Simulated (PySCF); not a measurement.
# C6H4BrF (2-bromo-1-fluorobenzene): the cost of one run

Computed with PySCF 2.14.0, with density-fitted response routines of our own, on a single molecule, in the gas phase or a continuum. Atoms count from 0, in the outputs and in this text.

## Step 1: Starting geometry

12 atoms, charge 0, multiplicity 1; geometry from: GFN2-xTB. The atoms were then displaced at random by about 0.01 Å, so the start is not that level's minimum.

Bonds of the start (Å): F0–C1 1.37, C1–C2 1.40, C2–C3 1.36, C3–C4 1.36, C4–C5 1.38, C5–C6 1.40, C6–Br7 1.91, C6–C1 1.40, C2–H8 1.06, C3–H9 1.11, C4–H10 1.08, C5–H11 1.08.

## Step 2: Relaxing the molecule at PBE0-D3(BJ)/def2-TZVP

Job settings and geometry (Å):

```
{"job": {"xc": "PBE0", "basis": "def2-TZVP", "d3": "d3bj", "grid": 2, "shake": 0.01, "kind": "geom"}, "charge": 0, "multiplicity": 1}
F      1.254010    -2.372670     0.214450
C      0.581110    -1.180320     0.101200
C     -0.815380    -1.173210     0.039200
C     -1.430850     0.037760    -0.066560
C     -0.755160     1.215810    -0.129150
C      0.626460     1.218900    -0.064480
C      1.316340     0.007830     0.049550
Br     3.220100    -0.018080     0.125290
H     -1.324800    -2.104740     0.112460
H     -2.544560     0.044110    -0.096160
H     -1.282960     2.159680    -0.196800
H      1.195380     2.136660    -0.098010
```

Started as:

```
> OMP_NUM_THREADS=2 python probes_run.py task.json out
```

The driver reads the jobs from task.json and runs them one after another.

Q: Estimate the wall time and peak memory of this first job on 2 threads of AMD EPYC, shared host.

About 9.1 min, with a peak of 1.6 GiB.
